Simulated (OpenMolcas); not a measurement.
# Ti²⁺ among point charges: CASSCF and CASPT2 levels and susceptibility, part 2 of 2

How does a field of 6 point charges split the states of Ti²⁺, and what χT follows?

OpenMolcas 26.06; ANO-RCC-VDZP, DKH2, active space 2 electrons in 5 orbitals (3d), orbitals: per spin and parity. Surroundings: 6 point charges of -1.5 e arranged as a trigonal prism (D3h), 2.19 Å from the ion, with a polar angle of 54.0° against the regular 49.1°. Earlier steps stand in the parts before.

### Step 6. CASPT2: IPEA 0.25, imaginary shift 0.1 (closed shells correlated: 3s 3p)

Input file a.inp:

```
>>> COPY JOB001 $Project.JobIph
&CASPT2
Multistate=10 1 2 3 4 5 6 7 8 9 10
NoMult
Frozen=5
IPEA=0.25
Imaginary=0.1
MaxIter=60
WThr=0.0 0.3 0.05
PrWF=0.5
NoMix
>>> COPY JOB002 $Project.JobIph
&CASPT2
Multistate=15 1 2 3 4 5 6 7 8 9 10 11 12 13 14 15
NoMult
Frozen=5
IPEA=0.25
Imaginary=0.1
MaxIter=60
WThr=0.0 0.3 0.05
PrWF=0.5
NoMix
```

Log:

```text
Orbital specifications:
      -----------------------

      Symmetry species                           1
                                                 a
      Frozen orbitals                            5
      Inactive orbitals                          4
      Active orbitals                            5
      Secondary orbitals                        20
      Deleted orbitals                           0
      Number of basis functions                 34
Type of calculation                        SS-CASPT2
      Fock operator                              state-specific
      IPEA shift                                 0.25
      Real shift                                 0.00
      Imaginary shift                            0.10
      The input orbitals will be transformed to quasi-canonical
Reference energy:        -856.4315024404
      E2 (Non-variational):      -0.2338467207
      Shift correction:          -0.0001476166
      E2 (Variational):          -0.2339943373
      Total energy:            -856.6654967778
      Residual norm:              0.0000002706
      Reference weight:           0.95288
      Contributions to the CASPT2 correlation energy
      Active & Virtual Only:         -0.0061080569
      One Inactive Excited:          -0.0758816756
      Two Inactive Excited:          -0.1518569881
Reference energy:        -856.4315024376
      E2 (Non-variational):      -0.2345633600
      Shift correction:          -0.0001601390
      E2 (Variational):          -0.2347234990
      Total energy:            -856.6662259366
      Residual norm:              0.0000003643
      Reference weight:           0.95223
      Contributions to the CASPT2 correlation energy
      Active & Virtual Only:         -0.0064265957
      One Inactive Excited:          -0.0762691568
      Two Inactive Excited:          -0.1518676075
::    CASPT2 Root  1     Total energy:   -856.66549678
::    CASPT2 Root  2     Total energy:   -856.66622594
::    CASPT2 Root  3     Total energy:   -856.64803961
::    CASPT2 Root  4     Total energy:   -856.64804344
::    CASPT2 Root  5     Total energy:   -856.64797545
::    CASPT2 Root  6     Total energy:   -856.64779764
::    CASPT2 Root  7     Total energy:   -856.64520310
::    CASPT2 Root  8     Total energy:   -856.60497064
::    CASPT2 Root  9     Total energy:   -856.60018482
::    CASPT2 Root 10     Total energy:   -856.60018299
Orbital specifications:
      -----------------------

      Symmetry species                           1
                                                 a
      Frozen orbitals                            5
      Inactive orbitals                          4
      Active orbitals                            5
      Secondary orbitals                        20
      Deleted orbitals                           0
      Number of basis functions                 34
Type of calculation                        SS-CASPT2
      Fock operator                              state-specific
      IPEA shift                                 0.25
      Real shift                                 0.00
      Imaginary shift                            0.10
      The input orbitals will be transformed to quasi-canonical
Reference energy:        -856.3820063445
      E2 (Non-variational):      -0.2495955890
      Shift correction:          -0.0004658146
      E2 (Variational):          -0.2500614036
      Total energy:            -856.6320677481
      Residual norm:              0.0000002415
      Reference weight:           0.93564
      Contributions to the CASPT2 correlation energy
      Active & Virtual Only:         -0.0164179554
      One Inactive Excited:          -0.0754649677
      Two Inactive Excited:          -0.1577126659
Reference energy:        -856.3779071826
      E2 (Non-variational):      -0.2466445961
      Shift correction:          -0.0003744383
      E2 (Variational):          -0.2470190344
      Total energy:            -856.6249262170
      Residual norm:              0.0000001751
      Reference weight:           0.94396
      Contributions to the CASPT2 correlation energy
      Active & Virtual Only:         -0.0140188401
      One Inactive Excited:          -0.0759931114
      Two Inactive Excited:          -0.1566326446
::    CASPT2 Root  1     Total energy:   -856.63206775
::    CASPT2 Root  2     Total energy:   -856.62492622
::    CASPT2 Root  3     Total energy:   -856.62531438
::    CASPT2 Root  4     Total energy:   -856.61435143
::    CASPT2 Root  5     Total energy:   -856.61434119
::    CASPT2 Root  6     Total energy:   -856.60801041
::    CASPT2 Root  7     Total energy:   -856.60767325
::    CASPT2 Root  8     Total energy:   -856.59249397
::    CASPT2 Root  9     Total energy:   -856.58644780
::    CASPT2 Root 10     Total energy:   -856.58090206
::    CASPT2 Root 11     Total energy:   -856.58090450
::    CASPT2 Root 12     Total energy:   -856.58529596
::    CASPT2 Root 13     Total energy:   -856.56343550
::    CASPT2 Root 14     Total energy:   -856.56355044
::    CASPT2 Root 15     Total energy:   -856.50874207
```

Time for this run: 2 s (1 thread of Arm Neoverse V2, shared host).

SS-CASPT2: lowest energy less the reference's lowest, -0.2344 hartree; reference weights 0.905 to 0.953.

States without spin-orbit coupling:

```csv
state,degeneracy,E (cm-1),free-ion L (%)
3E,2,0,F (100)
3E,2,3911,F (100)
3A1,1,3926,F (100)
3A2,1,3965,F (100)
3A2,1,4534,F (84)
1A1,1,7417,D (92)
1E,2,8942,D (80)
1E,2,11306,D (100)
1E,2,12734,G (99)
3A2,1,13364,P (84)
3E,2,14415,P (100)
1A1,1,16102,G (88)
1A1,1,17429,G (100)
1A2,1,17682,G (100)
1E,2,18646,G (100)
1E,2,22467,G (81)
1A1,1,34484,S (95)
```

With spin-orbit coupling:

```json
{"E (cm-1)": "0", "Degeneracy": "2", "Label": "E", "2S+1": "3", "g": "0.00 0.00 0.20"}
{"E (cm-1)": "110", "Degeneracy": "2", "Label": "E", "2S+1": "3", "g": "0.00 0.00 3.81"}
{"E (cm-1)": "220", "Degeneracy": "2", "Label": "", "2S+1": "3", "g": "0.00 0.00 7.81"}
{"E (cm-1)": "3880", "Degeneracy": "2", "Label": "E", "2S+1": "3", "g": "0.00 0.00 1.77"}
{"E (cm-1)": "3910", "Degeneracy": "1", "Label": "A1", "2S+1": "3", "g": ""}
{"E (cm-1)": "3970", "Degeneracy": "1", "Label": "A2", "2S+1": "3", "g": ""}
{"E (cm-1)": "4000", "Degeneracy": "2", "Label": "E", "2S+1": "3", "g": "0.00 0.00 1.97"}
{"E (cm-1)": "4040", "Degeneracy": "1", "Label": "A2", "2S+1": "3", "g": ""}
{"E (cm-1)": "4080", "Degeneracy": "2", "Label": "E", "2S+1": "3", "g": "0.00 0.00 5.88"}
{"E (cm-1)": "4080", "Degeneracy": "1", "Label": "A1", "2S+1": "3", "g": ""}
{"E (cm-1)": "4230", "Degeneracy": "2", "Label": "E", "2S+1": "3", "g": "0.00 0.00 9.77"}
{"E (cm-1)": "4680", "Degeneracy": "2", "Label": "E", "2S+1": "3", "g": "0.00 0.00 3.91"}
{"E (cm-1)": "4700", "Degeneracy": "1", "Label": "A1", "2S+1": "3", "g": ""}
{"E (cm-1)": "7540", "Degeneracy": "1", "Label": "A1", "2S+1": "1", "g": ""}
{"E (cm-1)": "9060", "Degeneracy": "2", "Label": "E", "2S+1": "1", "g": "0.00 0.00 3.64"}
{"E (cm-1)": "11410", "Degeneracy": "2", "Label": "E", "2S+1": "1", "g": "0.00 0.00 1.80"}
{"E (cm-1)": "12850", "Degeneracy": "2", "Label": "", "2S+1": "1", "g": "0.00 0.00 7.38"}
{"E (cm-1)": "13470", "Degeneracy": "1", "Label": "A1", "2S+1": "3", "g": ""}
{"E (cm-1)": "13480", "Degeneracy": "2", "Label": "E", "2S+1": "3", "g": "0.00 0.00 3.99"}
{"E (cm-1)": "14470", "Degeneracy": "1", "Label": "A2", "2S+1": "3", "g": ""}
{"E (cm-1)": "14480", "Degeneracy": "1", "Label": "A1", "2S+1": "3", "g": ""}
{"E (cm-1)": "14540", "Degeneracy": "2", "Label": "E", "2S+1": "3", "g": "0.00 0.00 1.93"}
{"E (cm-1)": "14590", "Degeneracy": "2", "Label": "E", "2S+1": "3", "g": "0.00 0.00 5.92"}
{"E (cm-1)": "16220", "Degeneracy": "1", "Label": "A1", "2S+1": "1", "g": ""}
```

Powder χT (cm³ K/mol): 0.01 at 2 K, 0.03 at 5 K, 0.06 at 10 K, 0.12 at 20 K, 0.32 at 50 K, 0.61 at 100 K, 0.82 at 150 K, 0.97 at 200 K, 1.07 at 250 K, 1.15 at 300 K.

### Step 7. The methods side by side

A. CASSCF
B. SS-CASPT2, IPEA 0.25, imaginary shift 0.1 (closed shells correlated: 3s 3p)

```csv
method,ground state,first state of that spin (cm-1),first gap with spin-orbit (cm-1),χT at 300 K
A,3E,3E 4077,105.8,1.15
B,3E,3E 3911,105.7,1.15
```

### Step 8. Outcome

This closing draws on all 2 parts.

| quantity | value |
| --- | --- |
| method | SS-CASPT2, IPEA 0.25, imaginary shift 0.1 (closed shells correlated: 3s 3p) |
| spin-free ground state | 3E, 2-fold in its orbital part |
| first state of the same spin within the active space | 3E at 3910 cm⁻¹ |
| lowest level | 2-fold E, g = 0.00, 0.00, 0.20 |
| next level | 105.7 cm⁻¹ |
| χT at 300 K | 1.15 cm³ K/mol |
| effective moment at 300 K | 3.03 μB |

Cost by method:

```csv
method,time of its own steps,time with the reference
A. CASSCF,5.2 s,5.2 s
"B. SS-CASPT2, IPEA 0.25, imaginary shift 0.1, +3s 3p",2 s,7.1 s
```

Times are of one thread on a shared host.

In words: The spin-free ground state (3E) comes to 100 % from free-ion F terms and keeps the highest spin of the shell. χT at 300 K is 1.15, against 1.00 cm³ K/mol for the spin alone, so orbital moment adds to it. CASPT2 does not keep the components of a term degenerate, and the means are used. The field of point charges can differ much from that of real complexes. This is an electrostatic model: the charges have no orbitals.
